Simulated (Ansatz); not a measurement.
**GeH₄ (singlet): wave-function methods side by side at distance Ge1–H2 = 1.701 Å, cc-pVTZ**

How much of the correlation energy of GeH₄ (singlet) does each wave-function method recover here?

The runs use Ansatz 0.2.0, Gaussian basis; cc-pVTZ, core rule «outside noble gas», up to 14 orbitals frozen.

Plan: UHF; CCSD(T) on RHF; BCCD(T) on RHF; CCSDT(Q) on RHF; CASSCF and MRCISD+Q, 2 electrons in 2 orbitals; CASSCF and NEVPT2, 2 electrons in 2 orbitals; CASSCF and MRCISD+Q, 8 electrons in 8 orbitals; CASSCF and NEVPT2, 8 electrons in 8 orbitals.

## (1) The system

The geometry derives from a PBE0/def2-TZVP stationary point (not a proven minimum). One bond is set to the value named and the two fragments are kept rigid. No spin-orbit coupling is included. The filled d shell of Ge may be among the frozen orbitals whatever the setting's name suggests.

5 atoms, charge 0, spin multiplicity 1.

Atoms are counted from 1 here; the program's logs count them from 0.

Bond lengths: Ge1–H2 1.701 Å, Ge1–H3 1.534 Å, Ge1–H4 1.534 Å, Ge1–H5 1.534 Å. Angles: H2–Ge1–H3 109.5°, H2–Ge1–H4 109.5°, H2–Ge1–H5 109.5°, H3–Ge1–H4 109.5°, H3–Ge1–H5 109.5°, H4–Ge1–H5 109.5°.

As a file:

```xyz
5

Ge   -0.0013   -0.0013   -0.0013
H     0.9791    0.9823    0.9810
H    -0.8891   -0.8853    0.8844
H    -0.8851    0.8832   -0.8905
H     0.8861   -0.8890   -0.8838
```

## (2) UHF

in.yaml

```yaml
crystal:
  periodic: [false, false, false]
  atoms:
    - {symbol: Ge, position_ang: [-0.001263, -0.001267, -0.001265]}
    - {symbol: H, position_ang: [0.979112, 0.982293, 0.981016]}
    - {symbol: H, position_ang: [-0.889148, -0.885286, 0.884398]}
    - {symbol: H, position_ang: [-0.885089, 0.883246, -0.890489]}
    - {symbol: H, position_ang: [0.886123, -0.888959, -0.883750]}
basis:
  gaussian: {orbitals: cc-pVTZ}
magnetization: {spin_polarized: true, initial_magnetization: 0}
hamiltonian: {xc: hf}
output: {orbitals: {seedname: orbitals}}
```

On the command line:

```bash
$ ansatz run in.yaml --threads 1 --pin off --events-out ev --progress --plain --max-ram 2816MiB --backend cpu
```

The runs that follow: CCSD(T) on RHF; BCCD(T) on RHF; CCSDT(Q) on RHF; CASSCF and MRCISD+Q, 2 electrons in 2 orbitals; CASSCF and NEVPT2, 2 electrons in 2 orbitals; CASSCF and MRCISD+Q, 8 electrons in 8 orbitals; CASSCF and NEVPT2, 8 electrons in 8 orbitals.

Before running them: what should the planned runs give, taken together? Wanted: RCCSDT(Q) from the RHF energy; RMP2 from RCCSDT(Q); RCCSD from RCCSDT(Q); RCCSD(T) from RCCSDT(Q); NEVPT2 pair from RCCSDT(Q); MRCISD+Q pair from RCCSDT(Q); NEVPT2 valence from RCCSDT(Q); T1 diagnostic; effectively unpaired electrons.

The runs gave:

| quantity | value |
| --- | --- |
| RCCSDT(Q) from the RHF energy | -4.6962 eV |
| RMP2 from RCCSDT(Q) | +21.28 kcal/mol |
| RCCSD from RCCSDT(Q) | +2.87 kcal/mol |
| RCCSD(T) from RCCSDT(Q) | +0.50 kcal/mol |
| NEVPT2 pair from RCCSDT(Q) | +21.01 kcal/mol |
| MRCISD+Q pair from RCCSDT(Q) | -0.01 kcal/mol |
| NEVPT2 valence from RCCSDT(Q) | +20.20 kcal/mol |
| levels within 1 kcal/mol (43 meV) | RCCSD(T), BCCD(T), RCCSDT, MRCISD+Q pair, MRCISD+Q valence |
| T1 diagnostic | 0.010 |
| effectively unpaired electrons | 0.02 |

**Reading.** RCCSD(T) misses by +0.50 kcal/mol, 0.5 % of the correlation energy. One determinant dominates. Of the multireference levels listed MRCISD+Q pair comes nearest in total energy (-0.01 kcal/mol), which doesn't show that its space is the better one. These misses are within one basis, not against nature.
